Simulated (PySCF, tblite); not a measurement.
# C₈H₁₀: a rotation path, then NMR shifts on frames

How do NMR shifts of C₈H₁₀ (`C=C=C=C(C)CC=C`) change as the atoms move?

The runs use tblite 0.8.0 and PySCF 2.14.0, with density-fitted response routines of our own; the level of theory stands in each step. All values are computed, except where a source is named. Atoms count from 0, in the outputs and in this text.

### 1 The molecule as given

18 atoms, charge 0, multiplicity 1; geometry from: GFN2-xTB.

Bonds of the start (Å): C0–C1 1.31, C1–C2 1.26, C2–C3 1.31, C3–C4 1.50, C3–C5 1.51, C5–C6 1.50, C6–C7 1.32, C0–H8 1.08, C0–H9 1.08, C4–H10 1.09, C4–H11 1.09, C4–H12 1.09, C5–H13 1.09, C5–H14 1.09, C6–H15 1.08, C7–H16 1.08, C7–H17 1.08.

### 2 The rotation path with GFN2-xTB

Job settings and geometry (Å):

```
{"job": {"kind": "neb", "xc": "GFN2-xTB", "basis": "xTB", "atoms": [4, 3, 5, 6], "turn": 120}, "charge": 0, "multiplicity": 1}
C      3.719941     1.234153    -0.389703
C      2.560105     0.647579    -0.241294
C      1.448805     0.073756    -0.107987
C      0.286476    -0.515095     0.067129
C     -0.157452    -1.682532    -0.758595
C     -0.700584    -0.013621     1.094161
C     -1.773850     0.785714     0.416273
C     -3.043679     0.431140     0.360481
H      4.429892     0.900438    -1.129285
H      4.008391     2.073284     0.222798
H     -0.324801    -2.549719    -0.118275
H      0.585576    -1.937611    -1.509954
H     -1.100905    -1.447925    -1.252451
H     -1.146592    -0.863271     1.616401
H     -0.183964     0.619998     1.819186
H     -1.431432     1.693036    -0.064444
H     -3.401337    -0.471994     0.828995
H     -3.783349     1.028986    -0.145071
```

Level: GFN2-xTB climbing-image nudged elastic band, gas phase.

Command:

```
$ OMP_NUM_THREADS=1 python probes_run.py task.json out
```

The driver reads the jobs from task.json and runs them one after another.

Standard output:

```text
image   E - E0 / eV
  0      -0.0000
  1       0.0088
  2       0.0358
  3       0.0729
  4       0.0946
  5       0.0830
  6       0.0581
  7       0.0376
  8       0.0259
```

It took 3.6 s on 1 thread of Arm Neoverse V2, shared host; peak memory 0.18 GiB.

The final band, with the dihedral C4–C3–C5–C6:

```
image  dihedral (°)  energy (eV)  energy (kcal/mol)
    0           -77        0.000                0.0
    1           -59        0.009                0.2
    2           -40        0.036                0.8
    3           -21        0.073                1.7
    4            -1        0.095                2.2
    5            19        0.083                1.9
    6            39        0.058                1.3
    7            59        0.038                0.9
    8            78        0.026                0.6
```

### 3 Shielding tensors: image 0, PBE0/pcSseg-1

Job settings and geometry (Å):

```
{"job": {"kind": "nmr", "xc": "PBE0", "basis": "pcSseg-1", "pop": false}, "charge": 0, "multiplicity": 1}
C      3.719900     1.234200    -0.389700
C      2.560100     0.647600    -0.241300
C      1.448800     0.073800    -0.108000
C      0.286500    -0.515100     0.067100
C     -0.157500    -1.682500    -0.758600
C     -0.700600    -0.013600     1.094200
C     -1.773800     0.785700     0.416300
C     -3.043700     0.431100     0.360500
H      4.429900     0.900400    -1.129300
H      4.008400     2.073300     0.222800
H     -0.324800    -2.549700    -0.118300
H      0.585600    -1.937600    -1.510000
H     -1.100900    -1.447900    -1.252500
H     -1.146600    -0.863300     1.616400
H     -0.184000     0.620000     1.819200
H     -1.431400     1.693000    -0.064400
H     -3.401300    -0.472000     0.829000
H     -3.783300     1.029000    -0.145100
```

With the program's defaults for keys left out, this is: GIAO PBE0/pcSseg-1 NMR shielding, non-relativistic, gas phase.

Standard output:

```text
coarse grid: 14888 points
cycle   1  E = -310.2305871551  dE =  1.057e+00  |g| = 4.113e-01  |ddm| = 4.153e+00
cycle   2  E = -310.2344971423  dE = -3.910e-03  |g| = 4.125e-01  |ddm| = 8.918e-01
cycle   3  E = -310.2775221975  dE = -4.303e-02  |g| = 9.296e-02  |ddm| = 4.331e-01
cycle   4  E = -310.2793465275  dE = -1.824e-03  |g| = 4.327e-02  |ddm| = 1.239e-01
cycle   5  E = -310.2798248133  dE = -4.783e-04  |g| = 1.559e-02  |ddm| = 5.151e-02
cycle   6  E = -310.2798881540  dE = -6.334e-05  |g| = 3.090e-03  |ddm| = 1.432e-02
cycle   7  E = -310.2798905176  dE = -2.364e-06  |g| = 8.444e-04  |ddm| = 4.141e-03
final grid: 143384 points
cycle   8  E = -310.3302893302  dE = -3.811e-05  |g| = 7.872e-03  |ddm| = 9.440e-02
cycle   9  E = -310.3302862954  dE =  3.035e-06  |g| = 8.653e-03  |ddm| = 1.639e-02
cycle  10  E = -310.3303046882  dE = -1.839e-05  |g| = 2.078e-03  |ddm| = 9.140e-03
cycle  11  E = -310.3303058516  dE = -1.163e-06  |g| = 3.208e-04  |ddm| = 2.111e-03
cycle  12  E = -310.3303058701  dE = -1.849e-08  |g| = 1.905e-04  |ddm| = 4.859e-04
cycle  13  E = -310.3303058802  dE = -1.008e-08  |g| = 4.000e-05  |ddm| = 2.100e-04
cycle  14  E = -310.3303058806  dE = -4.086e-10  |g| = 7.857e-06  |ddm| = 4.308e-05
converged SCF energy = -310.3303058806

GIAO shielding tensors (ppm)
atom      isotropic    diamagn.    paramagn.     s11        s22        s33       span
  0 C       92.836     266.568    -173.732     24.130     82.381    171.998    147.868
  1 C        4.643     259.589    -254.946    -32.497     22.657     23.768     56.264
  2 C       15.054     249.222    -234.168     -4.906      3.500     46.568     51.475
  3 C       56.957     266.240    -209.283    -12.637     24.574    158.934    171.571
  4 C      162.193     247.107     -84.915    144.364    157.622    184.592     40.229
  5 C      136.570     246.500    -109.930    117.560    141.941    150.208     32.647
  6 C       40.482     256.999    -216.517    -78.626     47.637    152.437    231.063
  7 C       63.515     253.414    -189.899    -47.995     82.058    156.482    204.477
  8 H       26.437      30.008      -3.571     24.450     25.416     29.446      4.996
  9 H       26.433      31.583      -5.150     24.476     25.405     29.418      4.942
 10 H       29.900      29.638       0.261     26.370     27.792     35.537      9.167
 11 H       29.701      30.350      -0.649     25.439     28.536     35.127      9.689
 12 H       29.308      30.704      -1.397     24.937     29.538     33.448      8.511
 13 H       29.001      32.585      -3.584     26.690     28.184     32.131      5.441
 14 H       28.356      31.384      -3.028     24.856     27.849     32.362      7.506
 15 H       25.661      32.435      -6.774     22.805     25.486     28.692      5.887
 16 H       26.274      30.933      -4.659     22.742     25.972     30.108      7.366
 17 H       26.337      28.855      -2.518     23.472     25.454     30.085      6.613
```

Run time: 29 s. Hardware: 1 thread of Arm Neoverse V2, shared host; peak memory 0.83 GiB.

The references, computed at this level on geometries of the same kind, shield at (ppm): ¹H TMS 31.72, ¹³C TMS 186.9. Their shielding less the atom's gives the shift. The references are single molecules in the gas phase. Each atom is listed at this fixed geometry, with no averaging over motion; a spectrum would average atoms that exchange fast.

```
atoms                                              environment  σ (ppm)  δ (ppm)
   C1                               inner carbon of a cumulene      4.6    182.3
   C2                               inner carbon of a cumulene     15.1    171.9
   C6                                                alkene CH     40.5    146.4
   C3                terminal carbon of a cumulated C=C=C unit     57.0    130.0
   C7                                     terminal =CH2 carbon     63.5    123.4
   C0                terminal carbon of a cumulated C=C=C unit     92.8     94.1
   C5                                          allylic sp3 CH2    136.6     50.4
   C4                                    allylic methyl carbon    162.2     24.7
  H15                                 hydrogen on an alkene CH    25.66     6.06
  H16                       hydrogen on a terminal =CH2 carbon    26.27     5.44
  H17                       hydrogen on a terminal =CH2 carbon    26.34     5.38
   H9  hydrogen on a terminal carbon of a cumulated C=C=C unit    26.43     5.28
   H8  hydrogen on a terminal carbon of a cumulated C=C=C unit    26.44     5.28
  H14                           hydrogen on an allylic sp3 CH2    28.36     3.36
  H13                           hydrogen on an allylic sp3 CH2    29.00     2.72
  H12                     hydrogen on an allylic methyl carbon    29.31     2.41
  H11                     hydrogen on an allylic methyl carbon    29.70     2.02
  H10                     hydrogen on an allylic methyl carbon    29.90     1.82
```

Orbitals, density, ELF and potential are computed afterwards from the orbital file.

Frontier orbitals at PBE0/pcSseg-1, with the share of their density that lies nearest to each atom:

```
orbital  energy (eV)                                         lies on
   HOMO        -6.53        C0, C3 about 26 % each; C2 18 %; C1 10 %
   LUMO        -1.29  C0, C3 about 23 % each; C1, C2 about 14 % each
```

ELF in a plane through or near 7 of the atoms.

Values, 10 rows by 14 columns:
```
0.00 0.00 0.00 0.00 0.00 0.00 0.00 0.00 0.00 0.00 0.00 0.00 0.00 0.00
0.00 0.00 0.00 0.00 0.00 0.00 0.00 0.00 0.00 0.00 0.00 0.00 0.00 0.00
0.00 0.00 0.03 0.32 0.00 0.00 0.00 0.01 0.08 0.29 0.09 0.00 0.00 0.00
0.00 0.00 0.93 0.99 0.05 0.24 0.02 0.04 0.62 0.82 0.47 0.05 0.00 0.00
0.00 0.00 0.30 0.26 0.70 0.85 0.42 0.20 0.62 0.75 0.80 0.20 0.00 0.00
0.00 0.01 0.95 0.69 0.44 0.56 0.85 0.61 0.15 0.25 0.98 0.68 0.00 0.00
0.00 0.00 0.07 0.02 0.32 0.44 0.15 0.51 0.51 0.01 0.02 0.00 0.00 0.00
0.00 0.00 0.00 0.00 0.00 0.01 0.88 0.59 0.47 0.01 0.00 0.00 0.00 0.00
0.00 0.00 0.00 0.00 0.00 0.00 0.42 0.09 0.08 0.00 0.00 0.00 0.00 0.00
0.00 0.00 0.00 0.00 0.00 0.00 0.00 0.00 0.00 0.00 0.00 0.00 0.00 0.00
```
The map spans 14.5 Å across and 10.1 Å up, centred on the molecule. Atoms in the plane (x, y in Å): C0 (-3.9, 0.6), C1 (-2.6, 0.2), C2 (-1.4, -0.1), C3 (-0.2, -0.5), C4 (0.3, -1.8), C6 (1.7, 1.1), H9 (-4.2, 1.6).

On the surface of density 0.002 e/bohr³ the electrostatic potential runs, from the 1st to the 99th percentile, from -0.71 V near C1 to 0.80 V near H13.

### 4 Shielding tensors: image 2, PBE0/pcSseg-1

Job settings and geometry (Å):

```
{"job": {"kind": "nmr", "xc": "PBE0", "basis": "pcSseg-1", "pop": false}, "charge": 0, "multiplicity": 1}
C      3.997900     0.896900    -0.163300
C      2.745200     0.520700    -0.136600
C      1.541600     0.155700    -0.108000
C      0.284700    -0.227900    -0.066300
C     -0.249700    -1.299000    -0.966600
C     -0.690600     0.374100     0.920300
C     -2.036700     0.574200     0.297200
C     -3.135500    -0.057800     0.664400
H      4.708500     0.451000    -0.840600
H      4.367800     1.668200     0.493200
H     -0.640300    -2.124500    -0.371100
H      0.524300    -1.670900    -1.632600
H     -1.074400    -0.908600    -1.563100
H     -0.780300    -0.291800     1.785400
H     -0.295400     1.331400     1.270200
H     -2.055600     1.275200    -0.527700
H     -3.141000    -0.758500     1.483900
H     -4.079400     0.098000     0.169700
```

With the program's defaults for keys left out, this is: GIAO PBE0/pcSseg-1 NMR shielding, non-relativistic, gas phase.

Standard output:

```text
coarse grid: 14888 points
cycle   1  E = -310.2281206504  dE =  1.063e+00  |g| = 4.139e-01  |ddm| = 4.146e+00
cycle   2  E = -310.2308563669  dE = -2.736e-03  |g| = 4.207e-01  |ddm| = 9.102e-01
cycle   3  E = -310.2750568594  dE = -4.420e-02  |g| = 1.034e-01  |ddm| = 4.420e-01
cycle   4  E = -310.2774834287  dE = -2.427e-03  |g| = 4.280e-02  |ddm| = 1.349e-01
cycle   5  E = -310.2779541956  dE = -4.708e-04  |g| = 1.592e-02  |ddm| = 5.208e-02
cycle   6  E = -310.2780193020  dE = -6.511e-05  |g| = 3.093e-03  |ddm| = 1.395e-02
cycle   7  E = -310.2780216250  dE = -2.323e-06  |g| = 8.914e-04  |ddm| = 4.289e-03
final grid: 143384 points
cycle   8  E = -310.3284006268  dE = -4.197e-05  |g| = 7.929e-03  |ddm| = 9.447e-02
cycle   9  E = -310.3283978629  dE =  2.764e-06  |g| = 8.664e-03  |ddm| = 1.702e-02
cycle  10  E = -310.3284163042  dE = -1.844e-05  |g| = 1.943e-03  |ddm| = 9.131e-03
cycle  11  E = -310.3284173052  dE = -1.001e-06  |g| = 3.218e-04  |ddm| = 2.067e-03
cycle  12  E = -310.3284173225  dE = -1.727e-08  |g| = 1.999e-04  |ddm| = 4.888e-04
cycle  13  E = -310.3284173336  dE = -1.113e-08  |g| = 4.455e-05  |ddm| = 2.278e-04
cycle  14  E = -310.3284173341  dE = -5.268e-10  |g| = 8.741e-06  |ddm| = 4.706e-05
converged SCF energy = -310.3284173341

GIAO shielding tensors (ppm)
atom      isotropic    diamagn.    paramagn.     s11        s22        s33       span
  0 C       93.191     266.323    -173.133     24.710     82.845    172.016    147.305
  1 C        4.356     260.011    -255.655    -32.230     22.255     23.041     55.271
  2 C       15.526     247.202    -231.676     -6.496      3.226     49.847     56.343
  3 C       56.779     267.524    -210.745    -11.065     22.337    159.064    170.130
  4 C      159.749     247.197     -87.448    146.843    156.236    176.168     29.325
  5 C      138.996     246.047    -107.052    121.961    139.950    155.076     33.115
  6 C       40.210     257.824    -217.615    -81.844     42.722    159.750    241.594
  7 C       62.095     252.896    -190.800    -51.541     80.573    157.254    208.795
  8 H       26.468      30.127      -3.659     24.497     25.464     29.442      4.945
  9 H       26.456      31.278      -4.821     24.487     25.430     29.452      4.965
 10 H       29.870      30.221      -0.351     26.248     28.369     34.994      8.746
 11 H       29.717      30.486      -0.769     25.634     28.597     34.920      9.286
 12 H       29.523      30.660      -1.137     24.769     29.853     33.946      9.176
 13 H       28.701      31.747      -3.046     25.361     28.258     32.483      7.123
 14 H       28.339      31.442      -3.103     24.522     28.339     32.156      7.634
 15 H       25.611      32.240      -6.628     22.926     25.671     28.237      5.311
 16 H       26.142      30.926      -4.784     22.499     25.934     29.994      7.495
 17 H       26.220      28.263      -2.043     23.114     25.508     30.038      6.924
```

Wall time 22 s (1 thread of Arm Neoverse V2, shared host); peak memory 0.83 GiB.

This run: δ C1 182.6, C2 171.4, C6 146.7, C3 130.1, H15 6.11, H16 5.57 ppm.

[end of part 1 of 2]
